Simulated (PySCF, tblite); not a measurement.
# C₄H₇F₂O₂S radical: geometry, infrared bands and EPR parameters

Wanted: the infrared bands and EPR parameters of C₄H₇F₂O₂S radical (`[CH2][C@@](C)(F)S(=O)(=O)CF`), by calculation.

The runs use tblite 0.8.0 and PySCF 2.14.0, with density-fitted response routines of our own; the level of theory stands in each step. All values are computed, except where a source is named. Atoms count from 0, in the outputs and in this text.

**1. Starting geometry**

16 atoms, charge 0, multiplicity 2; geometry from: force field or distance geometry start.

Bonds of the start (Å): C0–C1 1.50, C1–C2 1.52, C1–F3 1.36, C1–S4 1.76, S4–O5 1.51, S4–O6 1.53, S4–C7 1.77, C7–F8 1.39, C0–H9 1.12, C0–H10 1.10, C2–H11 1.11, C2–H12 1.10, C2–H13 1.13, C7–H14 1.11, C7–H15 1.10.

**2. Geometry optimisation with GFN2-xTB**

Job settings and geometry (Å):

```
{"job": {"kind": "relax", "xc": "GFN2-xTB", "basis": "xTB"}, "charge": 0, "multiplicity": 2}
C     -1.871100     1.066300     0.086600
C     -0.743300     0.246100     0.647600
C     -1.126600    -1.216900     0.484100
F     -0.569800     0.605900     1.952100
S      0.697100     0.524200    -0.315700
O      1.040400     1.992000    -0.321900
O      0.367800     0.066400    -1.734200
C      2.129500    -0.364800     0.216000
F      2.506100    -0.055200     1.521900
H     -2.116800     1.937500     0.741500
H     -1.616400     1.357900    -0.945700
H     -0.606300    -1.579800    -0.425900
H     -0.867400    -1.766500     1.406400
H     -2.227600    -1.309900     0.271200
H      2.977400    -0.037600    -0.422100
H      2.019500    -1.456800     0.094100
```

The run is started by

```console
$ OMP_NUM_THREADS=1 python probes_run.py task.json out
```

The driver reads the jobs from task.json and runs them one after another.

The program printed:

```text
step      E/eV     max force
  0    -893.06762    7.167
  1    -893.87924    2.247
  2    -894.00616    1.234
  3    -894.09010    0.968
  4    -894.13666    0.659
  5    -894.18673    0.531
  6    -894.20989    0.452
  7    -894.23045    0.428
  8    -894.24414    0.354
  9    -894.25779    0.420
 10    -894.27630    0.562
 11    -894.30058    0.572
 12    -894.33412    0.546
 13    -894.38728    0.920
 14    -894.43676    0.910
 15    -894.48884    0.635
 16    -894.51533    0.885
 17    -894.56355    0.980
 18    -894.58964    0.534
 19    -894.61262    0.386
 20    -894.62874    0.278
 21    -894.64133    0.295
 22    -894.65518    0.279
 23    -894.66162    0.182
 24    -894.66551    0.173
 25    -894.66841    0.133
 26    -894.67079    0.149
 27    -894.67303    0.126
 28    -894.67533    0.117
 29    -894.67809    0.137
 30    -894.68180    0.158
 31    -894.68611    0.161
 32    -894.68990    0.150
 33    -894.69276    0.143
 34    -894.69537    0.135
 35    -894.69823    0.155
 36    -894.70113    0.141
 37    -894.70356    0.144
 38    -894.70554    0.105
 39    -894.70743    0.115
 40    -894.70932    0.097
 41    -894.71100    0.155
 42    -894.71254    0.165
 43    -894.71415    0.121
 44    -894.71557    0.089
 45    -894.71648    0.072
 46    -894.71706    0.075
 47    -894.71762    0.068
 48    -894.71822    0.057
 49    -894.71873    0.048
 50    -894.71906    0.038
 51    -894.71930    0.036
 52    -894.71958    0.041
 53    -894.71986    0.039
 54    -894.72009    0.034
 55    -894.72028    0.043
 56    -894.72055    0.055
 57    -894.72104    0.081
 58    -894.72188    0.117
 59    -894.72294    0.125
 60    -894.72380    0.089
 61    -894.72433    0.049
 62    -894.72469    0.060
 63    -894.72514    0.077
 64    -894.72578    0.072
 65    -894.72658    0.065
 66    -894.72745    0.079
 67    -894.72826    0.096
 68    -894.72922    0.123
 69    -894.73047    0.125
 70    -894.73169    0.081
 71    -894.73252    0.082
 72    -894.73299    0.110
 73    -894.73357    0.082
 74    -894.73433    0.042
 75    -894.73492    0.058
 76    -894.73539    0.050
 77    -894.73566    0.044
 78    -894.73599    0.042
 79    -894.73640    0.060
 80    -894.73695    0.071
 81    -894.73759    0.089
 82    -894.73848    0.069
 83    -894.73941    0.074
 84    -894.74087    0.128
 85    -894.74212    0.130
 86    -894.74397    0.098
 87    -894.74494    0.194
 88    -894.74593    0.069
 89    -894.74642    0.076
 90    -894.74702    0.065
 91    -894.74749    0.055
 92    -894.74796    0.055
 93    -894.74834    0.070
 94    -894.74880    0.049
 95    -894.74939    0.054
 96    -894.75008    0.068
 97    -894.75085    0.099
 98    -894.75150    0.058
 99    -894.75198    0.040
100    -894.75229    0.036
101    -894.75258    0.049
102    -894.75286    0.039
103    -894.75315    0.038
104    -894.75338    0.041
105    -894.75358    0.038
106    -894.75380    0.038
107    -894.75407    0.037
108    -894.75440    0.049
109    -894.75478    0.069
110    -894.75521    0.054
111    -894.75566    0.068
112    -894.75604    0.050
113    -894.75631    0.056
114    -894.75648    0.033
115    -894.75661    0.031
116    -894.75677    0.036
117    -894.75699    0.047
118    -894.75732    0.060
119    -894.75787    0.065
120    -894.75880    0.094
121    -894.76017    0.121
122    -894.76222    0.144
123    -894.76447    0.150
124    -894.76817    0.135
125    -894.77015    0.147
126    -894.77158    0.079
127    -894.77230    0.070
128    -894.77289    0.099
129    -894.77349    0.101
130    -894.77413    0.122
131    -894.77441    0.092
132    -894.77475    0.055
133    -894.77505    0.046
134    -894.77541    0.057
135    -894.77571    0.053
136    -894.77601    0.041
137    -894.77627    0.040
138    -894.77656    0.029
139    -894.77669    0.028
140    -894.77686    0.025
141    -894.77699    0.036
142    -894.77719    0.045
143    -894.77746    0.055
144    -894.77792    0.065
145    -894.77867    0.072
146    -894.77994    0.116
147    -894.78117    0.118
148    -894.78237    0.079
149    -894.78296    0.058
150    -894.78327    0.052
151    -894.78339    0.052
152    -894.78364    0.045
153    -894.78388    0.056
154    -894.78421    0.046
155    -894.78466    0.073
156    -894.78546    0.098
157    -894.78631    0.133
158    -894.78850    0.119
159    -894.79088    0.196
160    -894.79678    0.236
161    -894.80072    0.300
162    -894.78810    0.738
163    -894.78860    0.685
164    -894.80096    0.352
165    -894.80969    0.141
166    -894.81234    0.340
167    -894.81376    0.271
168    -894.81365    0.190
169    -894.81838    0.144
170    -894.81890    0.189
171    -894.82006    0.099
172    -894.82093    0.096
173    -894.82180    0.076
174    -894.82256    0.093
175    -894.82350    0.105
176    -894.82510    0.116
177    -894.82621    0.158
178    -894.82697    0.149
179    -894.82838    0.107
180    -894.82954    0.100
181    -894.83045    0.102
182    -894.83140    0.084
183    -894.83222    0.115
184    -894.83293    0.212
185    -894.83408    0.117
186    -894.83463    0.079
187    -894.83526    0.068
188    -894.83597    0.066
189    -894.83669    0.077
190    -894.83692    0.141
191    -894.83757    0.154
192    -894.83850    0.103
193    -894.83909    0.054
194    -894.84036    0.073
195    -894.84099    0.042
196    -894.84146    0.055
197    -894.84181    0.063
198    -894.84211    0.048
199    -894.84241    0.036
200    -894.84285    0.024
201    -894.84296    0.023
202    -894.84303    0.016
203    -894.84306    0.013
204    -894.84308    0.014
205    -894.84315    0.026
206    -894.80992    0.557
207    -894.84320    0.033
208    -894.84325    0.034
209    -894.84271    0.214
210    -894.84370    0.040
211    -894.84412    0.049
212    -894.80814    0.575
213    -894.84438    0.041
214    -894.84458    0.038
215    -894.84509    0.062
216    -894.84533    0.034
217    -894.84544    0.038
218    -894.84575    0.040
219    -894.84594    0.030
220    -894.84617    0.039
221    -894.84641    0.049
222    -894.84684    0.064
223    -894.84753    0.070
224    -894.84824    0.064
225    -894.84892    0.099
226    -894.84979    0.119
227    -894.85156    0.185
228    -894.85395    0.246
229    -894.85636    0.336
230    -894.85954    0.326
231    -894.86292    0.333
232    -894.86695    0.081
233    -894.86840    0.269
234    -894.87028    0.099
235    -894.87148    0.113
236    -894.87288    0.118
237    -894.87424    0.112
238    -894.87499    0.069
239    -894.87564    0.104
240    -894.87609    0.072
241    -894.87653    0.051
242    -894.87678    0.045
243    -894.87691    0.028
244    -894.87704    0.025
245    -894.87713    0.025
246    -894.87720    0.022
247    -894.87728    0.024
248    -894.87737    0.023
249    -894.87747    0.033
250    -894.87757    0.034
251    -894.87769    0.030
252    -894.87779    0.047
253    -894.87795    0.046
254    -894.87815    0.058
255    -894.87839    0.045
256    -894.87868    0.042
257    -894.87902    0.041
258    -894.87942    0.045
259    -894.87980    0.036
260    -894.88016    0.039
261    -894.88043    0.048
262    -894.88065    0.031
263    -894.88081    0.023
264    -894.88091    0.016
265    -894.88095    0.016
266    -894.88100    0.014
267    -894.88103    0.011
268    -894.88106    0.012
269    -894.88108    0.011
270    -894.88111    0.010
```

It took 2 s on 1 thread of Arm Neoverse V1, shared host.

The steps of the relaxation: (not every step is listed)

```csv
step,energy from step 0 (eV),largest force (eV/Å)
0,0.0000,7.1670
1,-0.8116,2.2473
2,-0.9385,1.2341
3,-1.0225,0.9685
4,-1.0690,0.6594
5,-1.1191,0.5305
6,-1.1423,0.4520
7,-1.1628,0.4279
8,-1.1765,0.3540
33,-1.6251,0.1427
58,-1.6543,0.1170
83,-1.6718,0.0737
108,-1.6868,0.0494
133,-1.7074,0.0457
158,-1.7209,0.1192
183,-1.7646,0.1153
208,-1.7756,0.0337
233,-1.8008,0.2690
258,-1.8118,0.0449
265,-1.8133,0.0159
266,-1.8134,0.0136
267,-1.8134,0.0107
268,-1.8134,0.0122
269,-1.8135,0.0109
270,-1.8135,0.0097
```

Close pairs (by a distance rule), those that changed most:

```csv
bond,before (Å),after (Å),change (Å)
C1–S4,1.755,2.775,+1.020
C0–S4,2.655,1.966,-0.689
S4–C7,1.768,1.874,+0.106
C0–C1,1.503,1.416,-0.088
S4–O6,1.526,1.441,-0.085
S4–O5,1.507,1.436,-0.071
C1–C2,1.521,1.476,-0.045
C7–F8,1.394,1.353,-0.041
```

The end geometry stands in the next job.

**3. Vibrational analysis with GFN2-xTB**

Job settings and geometry (Å):

```
{"job": {"kind": "ir", "xc": "GFN2-xTB", "basis": "xTB"}, "charge": 0, "multiplicity": 2}
C     -0.699634     0.941578     0.419098
C     -1.136102    -0.264039     1.018877
C     -1.942288    -1.298280     0.340752
F     -0.374712    -0.708281     2.057040
S      0.780330     0.552380    -0.815158
O      1.029476     1.668875    -1.683678
O      0.551080    -0.734617    -1.422129
C      2.262148     0.329333     0.309566
F      2.328650     1.438344     1.082384
H     -0.229005     1.655598     1.086067
H     -1.416131     1.402540    -0.248882
H     -1.362280    -1.734486    -0.482030
H     -2.207309    -2.088694     1.038731
H     -2.844482    -0.861313    -0.081150
H      3.160138     0.253303    -0.301311
H      2.092524    -0.543298     0.937893
```

The program printed:

```text
mode    cm-1     km/mol
  1      39.9      1.61
  2      65.0      4.88
  3      80.8      8.24
  4     124.9      5.19
  5     136.7      3.77
  6     157.9      0.70
  7     188.6     14.16
  8     203.3      7.39
  9     284.3     21.43
 10     332.1      3.40
 11     352.6     13.88
 12     373.7     45.71
 13     397.8     31.20
 14     474.2      3.36
 15     493.5     94.93
 16     657.8    103.03
 17     763.8     78.04
 18     829.8     15.41
 19     841.0     43.04
 20     993.5      4.76
 21    1003.4     14.02
 22    1012.0      6.91
 23    1049.0      2.51
 24    1085.3    117.49
 25    1106.8    217.99
 26    1130.1     27.34
 27    1153.5     47.82
 28    1242.1    463.34
 29    1256.4    127.49
 30    1323.5     29.58
 31    1377.4      5.99
 32    1380.0     35.25
 33    1418.9     50.70
 34    1439.1     10.87
 35    1444.7      2.53
 36    2911.4      0.45
 37    2994.6      9.15
 38    3015.2      1.66
 39    3031.7      6.16
 40    3039.6      0.32
 41    3051.2      4.97
 42    3067.8      0.81
```

Run time: 0.56 s. Hardware: 1 thread of Arm Neoverse V1, shared host.

The strongest bands and the atoms that carry them (share of the mass-weighted mode):

```csv
cm⁻¹,km/mol,atoms
494,94.9,"S4 32 %, O6 30 %, O5 27 %"
658,103.0,"C7 41 %, S4 35 %, H15 11 %"
764,78.0,"H14 34 %, H15 25 %, C7 20 %, S4 10 %"
1085,117.5,"C7 48 %, F8 39 %"
1107,218.0,"O6 35 %, O5 24 %, S4 19 %, H14 11 %"
1242,463.3,"S4 43 %, O5 31 %, O6 23 %"
1256,127.5,C1 58 %
1419,50.7,"H10 25 %, H9 25 %, C0 23 %, C1 17 %"
```

The optimised geometry no longer has the bonds of the starting formula, so what follows describes that rearranged structure.

**4. EPR parameters: B3LYP/pcH-1**

Settings changed since step 3:

```diff
@@ -1,2 +1,2 @@
-{"job": {"kind": "ir", "xc": "GFN2-xTB", "basis": "xTB"}, "charge": 0, "multiplicity": 2}
+{"job": {"kind": "epr", "basis": "pcH-1"}, "charge": 0, "multiplicity": 2}
 C     -0.699634     0.941578     0.419098
```

With the program's defaults for keys left out, this is: UKS B3LYP, pcH-1 on C F H O S, non-relativistic, mean-field spin-orbit, GIAO.

The program printed:

```text
UKS, coarse grid
  cycle   1  E = -904.51725443  |g| = 9.97e-01
  cycle   2  E = -903.19222719  |g| = 2.12e+00
  cycle   3  E = -904.83089405  |g| = 2.37e-01
  cycle   4  E = -904.85013866  |g| = 1.31e-01
  cycle   5  E = -904.85534120  |g| = 5.05e-02
  cycle   6  E = -904.85624212  |g| = 1.56e-02
  cycle   7  E = -904.85632727  |g| = 5.37e-03
  cycle   8  E = -904.85633926  |g| = 1.44e-03
  cycle   9  E = -904.85633972  |g| = 7.42e-04
UKS, final grid
  cycle   1  E = -904.85638771  |g| = 1.08e-03
  cycle   2  E = -904.85638682  |g| = 1.87e-03
  cycle   3  E = -904.85638816  |g| = 2.87e-04
  cycle   4  E = -904.85638819  |g| = 4.48e-05
  cycle   5  E = -904.85638819  |g| = 3.66e-05
  cycle   6  E = -904.85638819  |g| = 1.63e-05
E = -904.85638819 Eh   <S^2> = 0.7566 (exact 0.7500)
g shifts (ppm)      1          2          3
  rmc          -234       -234       -234
  gc             -3         20         22
  oz_so        -177       1603       2598
  total        -413       1389       2386
hyperfine (MHz)  atom isotope    a_iso     a_fc   dipolar eigenvalues
    0   13C     -11.10     -11.11     -9.49      2.23      7.26
    1   13C     135.46     135.42    -74.53    -72.73    147.25
    2   13C     -23.33     -23.35     -2.59     -0.85      3.44
    3   19F     133.46     132.99   -215.77   -180.55    396.32
    4   33S     126.01     126.26    -12.64    -11.75     24.39
    5   17O      -4.74      -4.69    -22.40     10.69     11.71
    6   17O      -2.84      -2.80    -10.63      4.90      5.73
    7   13C      28.21      28.21     -4.10     -3.50      7.60
    8   19F       1.79       1.74     -8.36     -4.46     12.82
    9    1H      36.68      36.67     -5.43     -2.51      7.94
   10    1H      19.41      19.41     -5.47     -2.67      8.14
   11    1H     132.23     132.24     -5.33     -1.32      6.65
   12    1H      18.24      18.23     -4.40     -3.85      8.25
   13    1H      38.31      38.31     -4.65     -4.16      8.81
   14    1H       4.22       4.22     -2.48     -0.76      3.24
   15    1H      -2.15      -2.15     -3.41      0.50      2.90
```

Wall time 2 min (1 thread of Arm Neoverse V1, shared host); peak memory 1.1 GiB.

Principal g values 2.00191, 2.00371, 2.00471; g(iso) = 2.00344, against 2.00232 for a free electron.

Hyperfine couplings, nucleus by nucleus at this fixed geometry (no averaging over rotations):

```csv
nuclei,isotope,a(iso) (MHz),"a(iso) (G, at g = 2.0023)",largest dipolar term (MHz)
C1,13C,135.5,48.3,147.3
F3,19F,133.5,47.6,396.3
H11,1H,132.2,47.2,6.6
S4,33S,126.0,45.0,24.4
H13,1H,38.3,13.7,8.8
H9,1H,36.7,13.1,7.9
C7,13C,28.2,10.1,7.6
C2,13C,-23.3,-8.3,3.4
H10,1H,19.4,6.9,8.1
H12,1H,18.2,6.5,8.2
C0,13C,-11.1,-4.0,-9.5
O5,17O,-4.7,-1.7,-22.4
H14,1H,4.2,1.5,3.2
O6,17O,-2.8,-1.0,-10.6
```

Mulliken spin populations:

C0 -0.10; C1 0.79; C2 -0.06; F3 0.05; S4 0.10; O5 0.06; O6 0.03; C7 0.03; F8 0.00; H9 0.01; H10 0.01; H11 0.06; H12 0.01; H13 0.01; H14 0.01; H15 0.00

The fields below are evaluated on a grid from the run's orbitals.

ELF in a plane through or near 5 of the atoms.

Ten even steps from ' ' (0.00) to '@' (0.99):
```
                                                        
                                                        
                                                        
                            --**++::                    
                          ::%%@@@@%%..                  
                          ==@@@@@@@@..                  
                        ::++%%@@%%**                    
                      ..**++::++++::      ....          
          ::==++--    ..##**--++##**==..  ....          
        ..++%%%%##--    ==****@@####%%==..              
        ::**%%--##++        ..==..--##==..              
        ..++%%%%##--      ..==####++--..  ....          
          ::++++::        ++%%==**##..    ::::          
            ..            ++%%++%%%%--    ....          
                    ..    ..==**##++::                  
                            ....::..                    
                                                        
                                                        
                                                        
                                                        
```
The map spans 11.2 Å across and 9.1 Å up, centred on the molecule. Atoms in the plane (x, y in Å): C0 (0.3, 0.8), C1 (1.2, -0.3), F3 (0.8, -1.5), F8 (-2.6, -0.4), H10 (0.7, 1.8).

log10 of the density (e/Å³) in the same plane.

Ten even steps from ' ' (-4.0) to '@' (1.6):
```
                                                        
                                                        
                  ..........::::....                    
              ..::::::::::----------::..                
            ..::----------==++++====--::..              
            ..::--------==++****++++--::::....          
          ..::----======++**####**++==----::::....      
        ..--==========++**##%%##**++======----::..      
      ..--==++++++++==++**##@@####**++++====--::::      
      ::==++######**++++****########**++++==--::::..    
    ..--==**%%@@%%**++====++**######**++++==--::::..    
      --==++##%%##**++====++**######**++====--::::..    
      ::--==++****++======++##@@%%##++======--::..      
      ..::--==============++##%%%%##++==------::..      
          ..::------------==++****++==--::::....        
            ..::::::::::::--========--::....            
              ..........  ..::::::::..                  
                                                        
                                                        
                                                        
```
The map spans 11.2 Å across and 9.1 Å up, centred on the molecule. Atoms in the plane (x, y in Å): C0 (0.3, 0.8), C1 (1.2, -0.3), F3 (0.8, -1.5), F8 (-2.6, -0.4), H10 (0.7, 1.8).

On the surface of density 0.002 e/bohr³ the electrostatic potential runs, from the 1st to the 99th percentile, from -1.51 V near O5 to 1.49 V near H10.

The spin density lies nearest to C1 53 %; S4 8 %; F3 8 %.

**5. Outcome**

| quantity | value |
| --- | --- |
| strongest single infrared mode (GFN2-xTB) | 1242 cm⁻¹, 463 km/mol |
| zero-point energy (GFN2-xTB) | 67.7 kcal/mol |
| g(iso) (B3LYP) | 2.00344 |
| ⟨S²⟩ | 0.757 (exact 0.75) |
| largest a(iso) | 13C on C1, 135.5 MHz |
| surface potential, 1st and 99th percentile | -1.51 V and 1.49 V |

In words: The optimisation took 270 steps and gained 1.813 eV; among the close pairs (by a distance rule), C1–S4 changed most, from 1.755 to 2.775 Å. All 42 modes are real, so the xTB geometry is a minimum. The strongest single mode, at 1242 cm⁻¹, is spread over several atoms, S4, O5, O6 among them. GFN2-xTB is a fitted tight-binding method: band positions and strengths are rough. Its intensities can rank the bands wrongly. The structure rearranged or came apart on optimisation; the results belong to the end geometry, not to the formula as drawn. Most of the unpaired spin sits on C1 (0.79 e). The isotropic g lies 1.1 ppt above the free-electron value.
